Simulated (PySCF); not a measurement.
# C₃H₆N₂Si: electronic excitations and core binding energies

What electronic excitations and core binding energies should C₃H₆N₂Si (`N#CC/C=N/[SiH3]`) show?

The runs use PySCF 2.14.0, with density-fitted response routines of our own; the level of theory stands in each step. All values are computed, except where a source is named. Atoms are numbered from 0 throughout.

## Step 1: The molecule as given

12 atoms, charge 0, multiplicity 1; geometry from: GFN2-xTB.

Bonds of the start (Å): N0–C1 1.14, C1–C2 1.44, C2–C3 1.51, C3–N4 1.25, N4–Si5 1.72, C2–H6 1.10, C2–H7 1.09, C3–H8 1.10, Si5–H9 1.46, Si5–H10 1.47, Si5–H11 1.46.

## Step 2: Ultraviolet spectrum: CAM-B3LYP/def2-SVPD

The job: settings as JSON, then the geometry in Å.

```
{"job": {"kind": "uv", "xc": "CAM-B3LYP", "basis": "def2-SVPD", "nstates": 8, "ntriplets": 3}, "charge": 0, "multiplicity": 1}
N     -3.258874    -1.430263     0.375701
C     -2.539048    -0.546087     0.302104
C     -1.615677     0.554695     0.198549
C     -0.320158     0.085821    -0.415242
N      0.761304     0.235712     0.183154
Si     2.405762    -0.147590    -0.157387
H     -2.064189     1.321991    -0.441095
H     -1.425901     0.969483     1.191490
H     -0.427571    -0.384236    -1.401503
H      3.050310     1.161535    -0.106655
H      2.666851    -0.801625    -1.444327
H      2.768389    -1.020120     0.953961
```

Method: TDDFT CAM-B3LYP/def2-SVPD, vertical, gas phase, core orbitals frozen in the response.

Command:

```sh
$ OMP_NUM_THREADS=1 python probes_run.py task.json out
```

The driver reads the jobs from task.json and runs them one after another.

The log of the run:

```text
coarse grid: 10728 points
cycle   1  E = -516.3558446710  dE =  7.587e-01  |g| = 6.279e-01  |ddm| = 4.721e+00
cycle   2  E = -516.1907765271  dE =  1.651e-01  |g| = 1.114e+00  |ddm| = 2.135e+00
cycle   3  E = -516.4558996929  dE = -2.651e-01  |g| = 6.015e-02  |ddm| = 1.346e+00
cycle   4  E = -516.4561944468  dE = -2.948e-04  |g| = 5.618e-02  |ddm| = 1.763e-01
cycle   5  E = -516.4568474403  dE = -6.530e-04  |g| = 1.373e-02  |ddm| = 8.862e-02
cycle   6  E = -516.4568914061  dE = -4.397e-05  |g| = 2.323e-03  |ddm| = 2.347e-02
cycle   7  E = -516.4568932148  dE = -1.809e-06  |g| = 8.989e-04  |ddm| = 7.188e-03
final grid: 99768 points
cycle   8  E = -516.5314639369  dE = -1.807e-05  |g| = 2.489e-03  |ddm| = 4.898e-02
cycle   9  E = -516.5314641789  dE = -2.420e-07  |g| = 2.412e-03  |ddm| = 9.298e-03
cycle  10  E = -516.5314655231  dE = -1.344e-06  |g| = 6.350e-04  |ddm| = 3.431e-03
cycle  11  E = -516.5314656022  dE = -7.909e-08  |g| = 1.961e-04  |ddm| = 7.924e-04
cycle  12  E = -516.5314656100  dE = -7.786e-09  |g| = 4.479e-05  |ddm| = 4.482e-04
cycle  13  E = -516.5314656105  dE = -4.520e-10  |g| = 1.512e-05  |ddm| = 8.077e-05
converged SCF energy = -516.5314656105

Static polarisability (au): isotropic 74.269, principal 60.189 63.758 98.860

Singlet excitations
state   eV       nm        f      main configurations
  1   4.2749    290.0   0.00077   H->L 0.96
  2   6.5379    189.6   0.02287   H->L+1 0.92
  3   7.4672    166.0   0.04247   H->L+2 0.44, H->L+3 0.16, H->L+5 0.10
  4   7.5355    164.5   0.08688   H-1->L 0.22, H-2->L 0.22, H-2->L+5 0.09
  5   7.6241    162.6   0.12168   H->L+4 0.37, H-1->L 0.34
  6   7.7563    159.8   0.00977   H->L+6 0.33, H->L+2 0.20, H->L+3 0.12
  7   7.8294    158.4   0.03107   H->L+3 0.38, H->L+6 0.32, H->L+2 0.09
  8   7.8807    157.3   0.01130   H-3->L 0.47, H-2->L 0.17, H->L+4 0.09

Triplet excitations (Tamm-Dancoff, eV): 3.6918 5.1193 6.2899
```

Wall time 39 s (1 thread of Intel Xeon at 2.70GHz, shared host); peak memory 0.74 GiB.

Frontier orbitals and where they lie:

```csv
orbital,eV,atoms
HOMO−3,-11.25,"N0 33 %, C1 25 %, Si5 11 %"
HOMO−2,-11.20,"N0 41 %, C1 31 %, C2 7 %"
HOMO−1,-10.71,"N4 24 %, Si5 18 %, C3 16 %"
HOMO,-8.94,"N4 56 %, C3 13 %, Si5 10 %"
LUMO,-0.07,"C3 35 %, N4 31 %, C2 7 %"
LUMO+1,0.84,"Si5 32 %, C3 15 %, C2 8 %"
LUMO+2,1.37,"Si5 52 %, H10 13 %, H9 10 %"
```

With each of the 8 states as a Gaussian band of 0.4 eV half-width at 1/e, the curve within the window shown has maxima at 189 nm (ε 950), 164 nm (ε 11,000) L/(mol cm). Beyond the last state computed it falls off for lack of states. The curve at chosen wavelengths:

(nm, ε (L/mol/cm)): (152, 2014), (159, 8887), (167, 9931), (174, 3620), (182, 935), (189, 946), (196, 726), (204, 266), (211, 66), (219, 9), (226, 1), (233, 0), (241, 0), (248, 1), (256, 4), (263, 9), (270, 16), (278, 25), (285, 30), (293, 31), (300, 28), (307, 22), (315, 16), (322, 10), (330, 6), (337, 4)

Leading natural transition orbitals of singlet state 5: the hole lies on N4 45 %; N0 14 %; H8 8 %; the particle on N0 21 %; C1 20 %; 4 H atoms about 8 % each.

Leading natural transition orbitals of singlet state 1: the hole lies on N4 66 %; H8 10 %; the particle on C3 39 %; N4 33 %; H8 9 %.

Further results of this job:

```csv
property,computed
dipole moment (D),3.49
polarisability (Å³),11.01
HOMO–LUMO gap (eV),8.87
−ε(HOMO) (eV),8.94
```

Orbitals, density, ELF and potential are computed afterwards from the orbital file.

Frontier orbitals at CAM-B3LYP/def2-SVPD, with the share of their density that lies nearest to each atom:

```csv
orbital,energy (eV),lies on
HOMO,-8.94,"N4 62 %; H8, H10 about 9 % each; C2 6 %"
LUMO,-0.07,C3 35 %; N4 30 %; H8 10 %
```

ELF in a plane through or near 5 of the atoms.

Ten even steps from ' ' (0.00) to '@' (1.00):
```
                                                        
                                                        
                                        ..::::..        
                                    ..::++******--      
                                    ::==**%%%%##++..    
            ..::::                ..--++##%%@@%%**::    
          ..--====::      ....    ..++####++%%%%**::    
          ..==++--::::::::==++::  ::****%%######==..    
          ..::  ::  ++****##**==::--**==::%%**==--      
          ....++++--##%%**%%++**##**@@++--##++--..      
        ..------##::%%**--%%++##%%--##%%****==::        
      ..++@@@@**....##**--##==****==..++--....          
      --@@@@@@@@@@::==##%%**..::******==..              
      --@@@@@@@@@@::..++##==    ++##**--                
      ..%%@@@@@@%%..  ..--::    --==::..                
        ::%%@@@@++                ..                    
          ::++++..                                      
                                                        
                                                        
                                                        
```
The map spans 11.7 Å across and 7.9 Å up, centred on the molecule. Atoms in the plane (x, y in Å): C1 (2.6, 0.5), C2 (1.6, -0.6), N4 (-0.7, -0.3), Si5 (-2.4, 0.1), H9 (-3.0, -1.2).

On the surface of density 0.002 e/bohr³ the electrostatic potential runs, from the 1st to the 99th percentile, from -1.73 V near N0 to 1.59 V near H6.

## Step 3: X-ray photoelectron lines: SCAN, X2C

The job, as its differences from that of step 2:

```diff
@@ -1,2 +1,2 @@
-{"job": {"kind": "uv", "xc": "CAM-B3LYP", "basis": "def2-SVPD", "nstates": 8, "ntriplets": 3}, "charge": 0, "multiplicity": 1}
+{"job": {"kind": "xps"}, "charge": 0, "multiplicity": 1}
 N     -3.258874    -1.430263     0.375701
```

Level: delta-SCF UKS SCAN, pcX-2 on the ionised atom, pcseg-1 elsewhere, spin-free X2C.

The log of the run:

```text
ground state, core basis on atom 0 (N), 149 functions
  cycle   1  E = -517.31916439  |g| = 5.82e-01
  cycle   2  E = -516.95788584  |g| = 1.37e+00
  cycle   3  E = -517.38621311  |g| = 2.24e-01
  cycle   4  E = -517.39688216  |g| = 8.61e-02
  cycle   5  E = -517.39817145  |g| = 4.55e-02
  cycle   6  E = -517.39863764  |g| = 8.39e-03
  cycle   7  E = -517.39865107  |g| = 3.93e-03
  cycle   8  E = -517.39865707  |g| = 6.49e-04
  cycle   9  E = -517.39865672  |g| = 2.11e-04
  E(ground) = -517.43945176 Eh
hole in N 1s of atom 0
  cycle   1  E = -501.80890920  |g| = 1.84e+00
  cycle   2  E = -496.88873620  |g| = 2.80e+00
  cycle   3  E = -500.92709272  |g| = 1.52e+00
  cycle   4  E = -502.43306184  |g| = 3.60e-01
  cycle   5  E = -502.47894784  |g| = 2.44e-01
  cycle   6  E = -502.50855415  |g| = 7.66e-02
  cycle   7  E = -502.51047917  |g| = 4.13e-02
  cycle   8  E = -502.51126921  |g| = 1.16e-02
  cycle   9  E = -502.51133841  |g| = 6.62e-03
  cycle  10  E = -502.51137056  |g| = 3.50e-03
  cycle  11  E = -502.51138481  |g| = 1.61e-03
  cycle  12  E = -502.51139061  |g| = 7.30e-04
  cycle  13  E = -502.51139149  |g| = 5.11e-04
  cycle  14  E = -502.51139165  |g| = 4.38e-04
  E(ion) = -502.55188901 Eh   <S^2> = 0.8046   hole on atom = 1.000   binding energy = 405.111 eV
ground state, core basis on atom 1 (C), 149 functions
  cycle   1  E = -517.38914246  |g| = 5.84e-02
  cycle   2  E = -517.38878901  |g| = 4.43e-02
  cycle   3  E = -517.38839112  |g| = 6.09e-02
  cycle   4  E = -517.38921263  |g| = 7.19e-03
  cycle   5  E = -517.38922451  |g| = 2.09e-03
  cycle   6  E = -517.38922543  |g| = 3.47e-04
  E(ground) = -517.43402943 Eh
hole in C 1s of atom 1
  cycle   1  E = -506.10323786  |g| = 1.50e+00
  cycle   2  E = -500.18441607  |g| = 2.82e+00
  cycle   3  E = -502.38366169  |g| = 1.90e+00
  cycle   4  E = -506.11799976  |g| = 1.04e+00
  cycle   5  E = -505.50178025  |g| = 1.22e+00
  cycle   6  E = -506.63813159  |g| = 1.33e-01
  cycle   7  E = -506.64217858  |g| = 1.01e-01
  cycle   8  E = -506.64737391  |g| = 1.86e-02
  cycle   9  E = -506.64758854  |g| = 1.21e-02
  cycle  10  E = -506.64768381  |g| = 6.14e-03
  cycle  11  E = -506.64773548  |g| = 3.36e-03
  cycle  12  E = -506.64776733  |g| = 1.49e-03
  cycle  13  E = -506.64776986  |g| = 6.03e-04
  cycle  14  E = -506.64777013  |g| = 3.69e-04
  E(ion) = -506.69047439 Eh   <S^2> = 0.8081   hole on atom = 1.000   binding energy = 292.347 eV
ground state, core basis on atom 2 (C), 149 functions
  cycle   1  E = -517.38509592  |g| = 6.11e-02
  cycle   2  E = -517.38432277  |g| = 6.39e-02
  cycle   3  E = -517.38446990  |g| = 5.84e-02
  cycle   4  E = -517.38522989  |g| = 8.98e-03
  cycle   5  E = -517.38524957  |g| = 3.33e-04
  E(ground) = -517.42778623 Eh
hole in C 1s of atom 2
  cycle   1  E = -506.07828485  |g| = 1.51e+00
  cycle   2  E = -504.61736488  |g| = 2.30e+00
  cycle   3  E = -506.19883213  |g| = 9.71e-01
  cycle   4  E = -506.49670790  |g| = 5.62e-01
  cycle   5  E = -506.63342768  |g| = 1.19e-01
  cycle   6  E = -506.63533638  |g| = 9.77e-02
  cycle   7  E = -506.63964207  |g| = 1.46e-02
  cycle   8  E = -506.63975743  |g| = 5.85e-03
  cycle   9  E = -506.63978412  |g| = 2.72e-03
  cycle  10  E = -506.63979289  |g| = 1.74e-03
  cycle  11  E = -506.63979909  |g| = 7.90e-04
  cycle  12  E = -506.63980119  |g| = 4.18e-04
  E(ion) = -506.68088189 Eh   <S^2> = 0.7690   hole on atom = 1.000   binding energy = 292.438 eV
ground state, core basis on atom 3 (C), 149 functions
  cycle   1  E = -517.38760964  |g| = 5.77e-02
  cycle   2  E = -517.38752627  |g| = 2.54e-02
  cycle   3  E = -517.38734981  |g| = 3.76e-02
  cycle   4  E = -517.38766290  |g| = 7.65e-03
  cycle   5  E = -517.38767602  |g| = 1.76e-03
  cycle   6  E = -517.38767689  |g| = 4.74e-04
  E(ground) = -517.43011150 Eh
hole in C 1s of atom 3
  cycle   1  E = -506.05589556  |g| = 1.51e+00
  cycle   2  E = -504.00811321  |g| = 2.34e+00
  cycle   3  E = -506.38059564  |g| = 6.70e-01
  cycle   4  E = -506.32933677  |g| = 7.65e-01
  cycle   5  E = -506.60253841  |g| = 2.35e-01
  cycle   6  E = -506.62793766  |g| = 1.06e-01
  cycle   7  E = -506.63132237  |g| = 6.62e-02
  cycle   8  E = -506.63352914  |g| = 1.13e-02
  cycle   9  E = -506.63367136  |g| = 7.10e-03
  cycle  10  E = -506.63377466  |g| = 4.50e-03
  cycle  11  E = -506.63383930  |g| = 2.48e-03
  cycle  12  E = -506.63385148  |g| = 1.18e-03
  cycle  13  E = -506.63385358  |g| = 3.86e-04
  E(ion) = -506.67428069 Eh   <S^2> = 0.8315   hole on atom = 1.000   binding energy = 292.681 eV
ground state, core basis on atom 4 (N), 149 functions
  cycle   1  E = -517.39985952  |g| = 7.56e-02
  cycle   2  E = -517.39947809  |g| = 4.90e-02
  cycle   3  E = -517.39915358  |g| = 6.16e-02
  cycle   4  E = -517.39998544  |g| = 9.01e-03
  cycle   5  E = -517.40000206  |g| = 3.94e-03
  cycle   6  E = -517.40000646  |g| = 5.75e-04
  cycle   7  E = -517.40000759  |g| = 1.01e-04
  E(ground) = -517.44067386 Eh
hole in N 1s of atom 4
  cycle   1  E = -501.80989648  |g| = 1.86e+00
  cycle   2  E = -499.43719598  |g| = 2.50e+00
  cycle   3  E = -501.77588454  |g| = 1.17e+00
  cycle   4  E = -502.35590325  |g| = 6.36e-01
  cycle   5  E = -502.45328400  |g| = 4.03e-01
  cycle   6  E = -502.52739044  |g| = 1.03e-01
  cycle   7  E = -502.53157635  |g| = 2.72e-02
  cycle   8  E = -502.53193756  |g| = 6.47e-03
  cycle   9  E = -502.53196490  |g| = 2.38e-03
  cycle  10  E = -502.53197084  |g| = 1.13e-03
  cycle  11  E = -502.53197083  |g| = 5.10e-04
  cycle  12  E = -502.53197236  |g| = 1.75e-04
  E(ion) = -502.57142113 Eh   <S^2> = 0.7782   hole on atom = 1.000   binding energy = 404.613 eV
ground state, core basis on atom 5 (Si), 160 functions
  cycle   1  E = -517.48147328  |g| = 2.87e-01
  cycle   2  E = -517.48139302  |g| = 4.76e-02
  cycle   3  E = -517.48053242  |g| = 7.14e-02
  cycle   4  E = -517.48160141  |g| = 2.33e-02
  cycle   5  E = -517.48170798  |g| = 5.01e-03
  cycle   6  E = -517.48171412  |g| = 1.32e-03
  cycle   7  E = -517.48171483  |g| = 2.32e-04
  E(ground) = -517.48229418 Eh
hole in Si 1s of atom 5
  cycle   1  E = -448.54421187  |g| = 4.35e+00
  cycle   2  E = -446.94502595  |g| = 2.49e+00
  cycle   3  E = -435.34439138  |g| = 3.80e+00
  cycle   4  E = -449.37584151  |g| = 6.18e-01
  cycle   5  E = -449.40992890  |g| = 6.40e-01
  cycle   6  E = -449.56470366  |g| = 2.63e-01
  cycle   7  E = -449.59454610  |g| = 8.09e-02
  cycle   8  E = -449.59731562  |g| = 4.32e-02
  cycle   9  E = -449.59819011  |g| = 1.50e-02
  cycle  10  E = -449.59828877  |g| = 4.84e-03
  cycle  11  E = -449.59830338  |g| = 6.34e-04
  cycle  12  E = -449.59830266  |g| = 1.87e-04
  E(ion) = -449.60653785 Eh   <S^2> = 0.7523   hole on atom = 1.000   binding energy = 1846.993 eV
hole in Si 2p of atom 5
  cycle   1  E = -513.20181623  |g| = 1.24e+00
  cycle   2  E = -512.01920811  |g| = 1.58e+00
  cycle   3  E = -513.26093947  |g| = 6.42e-01
  cycle   4  E = -513.47659539  |g| = 3.16e-01
  cycle   5  E = -513.50441505  |g| = 1.93e-01
  cycle   6  E = -513.51862286  |g| = 9.13e-02
  cycle   7  E = -513.52226044  |g| = 2.78e-02
  cycle   8  E = -513.52259712  |g| = 8.74e-03
  cycle   9  E = -513.52263341  |g| = 2.51e-03
  cycle  10  E = -513.52263797  |g| = 5.47e-04
  cycle  11  E = -513.52263777  |g| = 1.98e-04
  E(ion) = -513.53374332 Eh   <S^2> = 0.7520   hole on atom = 1.002   binding energy = 107.446 eV
  2p3/2 = 107.211 eV   2p1/2 = 107.834 eV
```

It took 1.7 min on 1 thread of Intel Xeon at 2.70GHz, shared host; peak memory 0.58 GiB.

Binding energies by hole, beside the orbital energy of the ground state; the difference holds orbital relaxation and, for a density functional, its self-interaction error:

```csv
hole,stands for,environment,ΔSCF (eV; 2p as the shell's mean),−ε (eV),⟨S²⟩
N1s on N0,N0,nitrile nitrogen,405.11,386.0,0.805
C1s on C1,C1,nitrile carbon,292.35,274.7,0.808
C1s on C2,C2,sp3 CH2 α to a nitrile,292.44,275.3,0.769
C1s on C3,C3,C=N carbon,292.68,276.0,0.831
N1s on N4,N4,imine nitrogen,404.61,386.1,0.778
Si1s on Si5,Si5,"silicon bonded to N, 3 H",1846.99,1793.7,0.752
Si2p on Si5,Si5,"silicon bonded to N, 3 H",107.42,96.5,0.752
```

With the spin-orbit splitting: Si5 2p3/2 107.21, 2p1/2 107.83 eV. The table gives each 2p level as the mean over the whole 2p shell (two parts 2p3/2, one part 2p1/2), which differs a little from the single hole in the log.

## Step 4: Outcome

| quantity | value |
| --- | --- |
| lowest singlet (CAM-B3LYP/def2-SVPD) | 4.27 eV (290 nm), f = 0.001 |
| brightest single state of those computed | state 5, 7.62 eV, f = 0.122 |
| lowest triplet | 3.69 eV |
| surface potential, 1st and 99th percentile | -1.73 V and 1.59 V |
| C1s binding energies, SCAN/pcX-2 | C3 292.68, C2 292.44, C1 292.35 eV |
| N1s binding energies, SCAN/pcX-2 | N0 405.11, N4 404.61 eV |
| Si1s binding energies, SCAN/pcX-2 | Si5 1846.99 eV |
| Si2p binding energies, SCAN/pcX-2 | Si5 107.42 eV |

What this shows: The first singlet state (HOMO→LUMO 0.96) lies at 4.27 eV and is dark; of the 8 states computed, the strongest absorption comes from state 5 at 7.62 eV. The lowest triplet lies 0.58 eV below the lowest singlet (triplets in Tamm-Dancoff, singlets in full TDDFT). The C1s levels kept as sound span 0.33 eV, from C1 (nitrile carbon) up to C3 (C=N carbon). N0 (nitrile nitrogen) binds its N1s electron 0.50 eV more tightly than N4 (imine nitrogen).
